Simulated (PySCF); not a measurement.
# One shape, several levels: SnH3ClO2 (SMILES [OH][SnH]([OH])[Cl])

We compute a comparison of 6 runs (HF/3-21G, HF/def2-SVP, B2PLYP/3-21G, PBE0/def2-TZVP, MP2/3-21G, CCSD/def2-SVP) of SnH3ClO2. 

Program for the calculation: PySCF 2.14.0.

### Step 1. The system as given

The species is SnH3ClO2 (7 atoms), meant as a singlet with charge 0. SMILES: `[OH][SnH]([OH])[Cl]`. The coordinates come from a PBE0-D4/def2-TZVP relaxation. This is one conformer, not always the lowest.

Bond lengths: O1–Sn2 1.948 Å, Sn2–O3 1.941 Å, Sn2–Cl4 2.324 Å, O1–H5 0.961 Å, Sn2–H6 1.688 Å, O3–H7 0.961 Å. Angles: O1–Sn2–O3 107.4°, O1–Sn2–Cl4 104.6°, O3–Sn2–Cl4 109.6°, O1–Sn2–H6 114.6°, O3–Sn2–H6 108.3°, Cl4–Sn2–H6 112.2°, Sn2–O1–H5 112.3°, Sn2–O3–H7 113.2°.

### Step 2. Energy and forces at HF/3-21G (run 1)

start.xyz

```xyz
7

O     -0.257600     1.518600    -0.619800
Sn    -0.102200    -0.061000     0.509200
O      1.611300    -0.886500     0.122200
Cl    -1.817700    -1.460300    -0.198700
H     -1.015300     1.472800    -1.209500
H     -0.177700     0.250800     2.166600
H      1.820400    -0.902500    -0.815700
```

job.py

```python
# [OH][SnH]([OH])[Cl]
from pyscf import gto

mol = gto.M(
    atom='start.xyz',
    basis='3-21g',
    charge=0,
    verbose=4,
    max_memory=1860,
)

myscf = mol.RHF()
myscf.conv_tol = 1e-10
myscf.kernel()
if not myscf.converged:
    myscf = myscf.newton().run(myscf.mo_coeff, myscf.mo_occ)

energy = myscf.e_tot
print('Final energy', energy)
grad = myscf.nuc_grad_method().kernel()
myscf.analyze()
```

Run with:

```sh
$ OMP_NUM_THREADS=1 python job.py
```

What it wrote:

```text
PySCF version 2.14.0

[... 82 lines left out ...]
Two-electron Energy =                 3028.470788773882305
[... 8 lines left out ...]
MO #5   energy= -145.45012218859   occ= 2
[... 6 lines left out ...]
MO #12  energy= -20.4489493261577  occ= 2
[... 6 lines left out ...]
MO #19  energy= -7.96104396486788  occ= 2
[... 6 lines left out ...]
MO #26  energy= -1.50826352308159  occ= 2
[... 6 lines left out ...]
MO #33  energy= -1.09275713791412  occ= 2
[... 6 lines left out ...]
MO #40  energy= -0.485630362868155 occ= 2
[... 6 lines left out ...]
MO #47  energy= 0.213151398437395  occ= 0
[... 6 lines left out ...]
MO #54  energy= 0.7733984596337    occ= 0
[... 6 lines left out ...]
MO #61  energy= 1.79512590608083   occ= 0
[... 6 lines left out ...]
MO #68  energy= 3.09321615882135   occ= 0
[... 39 lines left out ...]
pop of  1 Sn 4dz^2        1.99922
pop of  1 Sn 4dxz         1.99970
pop of  1 Sn 4dx2-y2      1.99940
pop of  2 O 1s            1.99986
pop of  2 O 2s            1.68292
pop of  2 O 3s            0.00294
pop of  2 O 2px           1.68451
pop of  2 O 2py           1.87445
pop of  2 O 2pz           1.46061
pop of  2 O 3px           0.00351
pop of  2 O 3py           0.00280
pop of  2 O 3pz           0.00097
pop of  3 Cl 1s           1.99999
pop of  3 Cl 2s           1.99973
pop of  3 Cl 3s           1.88612
pop of  3 Cl 4s           0.00452
pop of  3 Cl 2px          1.99991
pop of  3 Cl 2py          1.99993
pop of  3 Cl 2pz          1.99994
pop of  3 Cl 3px          1.77801
pop of  3 Cl 3py          1.83653
pop of  3 Cl 3pz          1.92629
pop of  3 Cl 4px          0.00147
pop of  3 Cl 4py          0.00154
pop of  3 Cl 4pz          0.00202
pop of  4 H 1s            0.69823
pop of  4 H 2s            0.01033
pop of  5 H 1s            1.12704
pop of  5 H 2s            0.00301
pop of  6 H 1s            0.69936
pop of  6 H 2s            0.01022
 ** Mulliken atomic charges  **
charge of    0O =     -0.72153
charge of    1Sn =      1.41829
charge of    2O =     -0.71256
charge of    3Cl =     -0.43601
charge of    4H =      0.29144
charge of    5H =     -0.13004
charge of    6H =      0.29042
Dipole moment(X, Y, Z, Debye): -0.05160,  1.29062, -0.32989
```

It took 9.9 s on 1 thread of Intel Xeon at 2.50GHz (Skylake/Cascade Lake), shared host; peak memory 0.14 GiB.

### Step 3. Energy and forces at HF/def2-SVP (core potential) (run 2)

mol.xyz

```xyz
7
ClH3O2Sn
O     -0.257600     1.518600    -0.619800
Sn    -0.102200    -0.061000     0.509200
O      1.611300    -0.886500     0.122200
Cl    -1.817700    -1.460300    -0.198700
H     -1.015300     1.472800    -1.209500
H     -0.177700     0.250800     2.166600
H      1.820400    -0.902500    -0.815700
```

calc.py

```python
from pyscf import gto

mol = gto.Mole()
mol.atom = 'mol.xyz'
mol.charge = 0
mol.verbose = 3
mol.basis = 'def2-svp'
mol.ecp = {'Sn': 'def2-svp'}
mol.max_memory = 1860
mol.build()

myscf = mol.RHF()
myscf.conv_tol = 1e-10
myscf.kernel()
if not myscf.converged:
    myscf = myscf.newton().run(myscf.mo_coeff, myscf.mo_occ)

etot = myscf.e_tot
print('E(%s) = %.9f' % ('HF', etot))
grad = myscf.nuc_grad_method().kernel()
dip = myscf.dip_moment()
pop, q = myscf.mulliken_pop()
```

Run with:

```sh
$ OMP_NUM_THREADS=1 python calc.py
```

What it wrote:

```text
converged SCF energy = -824.1127784541
E(HF) = -824.112778454
--------------- RHF gradients ---------------
         x                y                z
0 O     0.0164083746     0.0034155035     0.0111714285
1 Sn    -0.0061635622    -0.0041627114    -0.0104051134
2 O    -0.0021485118     0.0002004672     0.0203378437
3 Cl     0.0049876595     0.0040034735     0.0022391279
4 H    -0.0136278002    -0.0050204401    -0.0080598193
5 H     0.0010794191    -0.0000314148     0.0012765744
6 H    -0.0005355790     0.0015951223    -0.0165600418
----------------------------------------------
Dipole moment(X, Y, Z, Debye): -0.67732,  0.63878, -0.15387
 ** Mulliken pop  **
pop of  0 O 1s            1.99094
pop of  0 O 2s            1.04461
pop of  0 O 3s            0.74693
pop of  0 O 2px           0.92474
pop of  0 O 2py           0.95614
pop of  0 O 2pz           0.92869
pop of  0 O 3px           0.63810
pop of  0 O 3py           0.75258
pop of  0 O 3pz           0.66301
pop of  0 O 3dxy          0.00103
pop of  0 O 3dyz          0.00149
pop of  0 O 3dz^2         0.00035
pop of  0 O 3dxz          0.00262
pop of  0 O 3dx2-y2       0.00279
pop of  1 Sn 4s           1.60043
pop of  1 Sn 5s           0.41105
pop of  1 Sn 6s           0.82965
pop of  1 Sn 7s           0.04120
pop of  1 Sn 4px          1.08606
pop of  1 Sn 4py          1.08657
pop of  1 Sn 4pz          1.08047
pop of  1 Sn 5px          0.91488
pop of  1 Sn 5py          0.91427
pop of  1 Sn 5pz          0.92294
pop of  1 Sn 6px          0.32730
pop of  1 Sn 6py          0.31484
pop of  1 Sn 6pz          0.48241
pop of  1 Sn 7px          0.06655
pop of  1 Sn 7py          0.07320
pop of  1 Sn 7pz          0.15771
pop of  1 Sn 4dxy         1.96453
pop of  1 Sn 4dyz         1.96035
pop of  1 Sn 4dz^2        1.96132
pop of  1 Sn 4dxz         1.95903
pop of  1 Sn 4dx2-y2      1.96383
pop of  1 Sn 5dxy         0.10786
pop of  1 Sn 5dyz         0.08479
pop of  1 Sn 5dz^2        0.12008
pop of  1 Sn 5dxz         0.08766
pop of  1 Sn 5dx2-y2      0.10127
pop of  2 O 1s            1.99094
pop of  2 O 2s            1.04610
pop of  2 O 3s            0.74152
pop of  2 O 2px           0.92469
pop of  2 O 2py           1.03865
pop of  2 O 2pz           0.84708
pop of  2 O 3px           0.71406
pop of  2 O 3py           0.80829
pop of  2 O 3pz           0.52851
pop of  2 O 3dxy          0.00125
pop of  2 O 3dyz          0.00048
pop of  2 O 3dz^2         0.00495
pop of  2 O 3dxz          0.00055
pop of  2 O 3dx2-y2       0.00106
pop of  3 Cl 1s           1.99947
pop of  3 Cl 2s           1.99162
pop of  3 Cl 3s           1.19441
pop of  3 Cl 4s           0.77399
pop of  3 Cl 2px          1.97987
pop of  3 Cl 2py          1.98053
pop of  3 Cl 2pz          1.98144
pop of  3 Cl 3px          0.66320
pop of  3 Cl 3py          0.68657
pop of  3 Cl 3pz          0.72052
pop of  3 Cl 4px          1.08770
pop of  3 Cl 4py          1.13349
pop of  3 Cl 4pz          1.18788
pop of  3 Cl 3dxy         0.00596
pop of  3 Cl 3dyz         0.00175
pop of  3 Cl 3dz^2        0.00181
pop of  3 Cl 3dxz         0.00240
pop of  3 Cl 3dx2-y2      0.00219
pop of  4 H 1s            0.66000
pop of  4 H 2s            0.04866
pop of  4 H 2px           0.03057
pop of  4 H 2py           0.01576
pop of  4 H 2pz           0.02487
pop of  5 H 1s            0.67834
pop of  5 H 2s            0.43716
pop of  5 H 2px           0.00039
pop of  5 H 2py           0.00071
pop of  5 H 2pz           0.00972
pop of  6 H 1s            0.66133
pop of  6 H 2s            0.04408
pop of  6 H 2px           0.01668
pop of  6 H 2py           0.01685
pop of  6 H 2pz           0.03765
 ** Mulliken atomic charges  **
charge of    0O =     -0.65403
charge of    1Sn =      1.37973
charge of    2O =     -0.64812
charge of    3Cl =     -0.39480
charge of    4H =      0.22014
charge of    5H =     -0.12632
charge of    6H =      0.22341
```

Wall time 18 s (1 thread of Intel Xeon at 2.50GHz (Skylake/Cascade Lake), shared host); peak memory 0.17 GiB.

Runs 3 to 5 aren't shown in full; the table further down has their settings and results.

### Step 4. The energy at CCSD/def2-SVP (core potential) (run 6)

job.py

```python
from pyscf import gto, scf, cc

system = gto.M(
    atom='''
O     -0.257600     1.518600    -0.619800
Sn    -0.102200    -0.061000     0.509200
O      1.611300    -0.886500     0.122200
Cl    -1.817700    -1.460300    -0.198700
H     -1.015300     1.472800    -1.209500
H     -0.177700     0.250800     2.166600
H      1.820400    -0.902500    -0.815700
''',
    spin=0,
    basis='def2-svp',
    verbose=4,
    ecp={'Sn': 'def2-svp'},
    max_memory=1860,
    charge=0,
)

hf = scf.RHF(system)
hf.conv_tol = 1e-10
hf.kernel()
if not hf.converged:
    hf = hf.newton().run(hf.mo_coeff, hf.mo_occ)

mycc = cc.CCSD(hf, frozen=11)
mycc.kernel()
e_tot = mycc.e_tot
print('Final energy', e_tot)
hf.analyze()
```

Run with:

```sh
$ OMP_NUM_THREADS=1 python job.py
```

What it wrote:

```text
PySCF version 2.14.0

[... 96 lines left out ...]
One-electron Energy =                -1763.059013475246502
[... 10 lines left out ...]
MO #6   energy= -8.02384538598627  occ= 2
[... 8 lines left out ...]
MO #15  energy= -1.38312907375272  occ= 2
[... 8 lines left out ...]
MO #24  energy= -0.523447555598405 occ= 2
[... 8 lines left out ...]
MO #33  energy= 0.194540278303785  occ= 0
[... 8 lines left out ...]
MO #42  energy= 0.57622820331587   occ= 0
[... 8 lines left out ...]
MO #51  energy= 1.0587435255623    occ= 0
[... 8 lines left out ...]
MO #60  energy= 1.3539374201918    occ= 0
[... 8 lines left out ...]
MO #69  energy= 1.91257365695957   occ= 0
[... 8 lines left out ...]
MO #78  energy= 3.32981456730517   occ= 0
[... 8 lines left out ...]
MO #87  energy= 52.4816164661029   occ= 0
[... 58 lines left out ...]
pop of  3 Cl 3s           1.97090
pop of  3 Cl 4s           0.00948
pop of  3 Cl 2px          1.99999
pop of  3 Cl 2py          1.99999
pop of  3 Cl 2pz          1.99999
pop of  3 Cl 3px          1.85393
pop of  3 Cl 3py          1.89652
pop of  3 Cl 3pz          1.95699
pop of  3 Cl 4px          0.00613
pop of  3 Cl 4py          0.00666
pop of  3 Cl 4pz          0.00494
pop of  3 Cl 3dxy         0.00849
pop of  3 Cl 3dyz         0.00299
pop of  3 Cl 3dz^2        0.00356
pop of  3 Cl 3dxz         0.00369
pop of  3 Cl 3dx2-y2      0.00513
pop of  4 H 1s            0.65604
pop of  4 H 2s            0.01913
pop of  4 H 2px           0.00214
pop of  4 H 2py           0.00234
pop of  4 H 2pz           0.00219
pop of  5 H 1s            1.47515
pop of  5 H 2s            0.01207
pop of  5 H 2px           0.00954
pop of  5 H 2py           0.01075
pop of  5 H 2pz           0.03284
pop of  6 H 1s            0.65331
pop of  6 H 2s            0.02038
pop of  6 H 2px           0.00220
pop of  6 H 2py           0.00195
pop of  6 H 2pz           0.00225
 ** Mulliken atomic charges  **
charge of    0O =     -1.09600
charge of    1Sn =      2.82372
charge of    2O =     -1.09609
charge of    3Cl =     -0.72936
charge of    4H =      0.31816
charge of    5H =     -0.54035
charge of    6H =      0.31991
Dipole moment(X, Y, Z, Debye): -0.67732,  0.63878, -0.15387
```

Wall time 24 s (1 thread of Intel Xeon at 2.50GHz (Skylake/Cascade Lake), shared host); peak memory 0.45 GiB.

### Step 5. The series

```tsv
run	level	core potential	task	energy (Eh)	dipole moment (D) of the reference	HOMO energy (eV)	LUMO energy (eV)	wall time
1	HF/3-21G	–	gradient	-6604.302780	1.33	-12.67	2.59	9.9 s
2	HF/def2-SVP (core potential)	def2-svp	gradient	-824.112778	0.94	-12.52	2.72	18 s
3	B2PLYP/3-21G	–	energy	-6607.278825	1.35	-10.10	0.33	22 s
4	PBE0/def2-TZVP (core potential)	def2-svp	gradient	-826.606648	0.78	-9.05	-1.35	3.2 min
5	MP2/3-21G	–	gradient	-6604.636393	1.33	-12.67	2.59	14 s
6	CCSD/def2-SVP (core potential)	def2-svp	energy	-824.763114	0.94	-12.52	2.72	24 s
```

### Step 6. Results

| quantity | value |
| --- | --- |
| run 6: total energy | -824.76311 Eh |
| run 6: dipole moment (Hartree–Fock density) | 0.94 D |
| run 6: HOMO energy (Hartree–Fock orbitals) | -12.52 eV |
| run 6: LUMO energy (Hartree–Fock orbitals) | 2.72 eV |
| run 6: HOMO–LUMO gap (Hartree–Fock orbitals) | 15.24 eV |
| run 6: correlation energy (11 core orbitals frozen) | -650.3 mEh |
| run 6: T1 diagnostic | 0.011 |

Over runs 1, 2, 3, 4 the dipole moment (its size) runs from 0.78 D (PBE0/def2-TZVP) to 1.35 D (B2PLYP/3-21G). The two ends differ in method and basis and core potential. A double hybrid's value is that of its SCF part. Over runs 1, 2, 3, 4 the HOMO–LUMO gap runs from 7.70 eV (PBE0/def2-TZVP) to 15.25 eV (HF/3-21G). Totals of different functionals can't be ranked against each other. Some runs of one species differ in core potentials or relativity; totals across that change don't compare. In runs 1, 3, 5 relativity is left out where basis or elements ask for it. All runs together took 4.6 min, the longest 3.2 min.
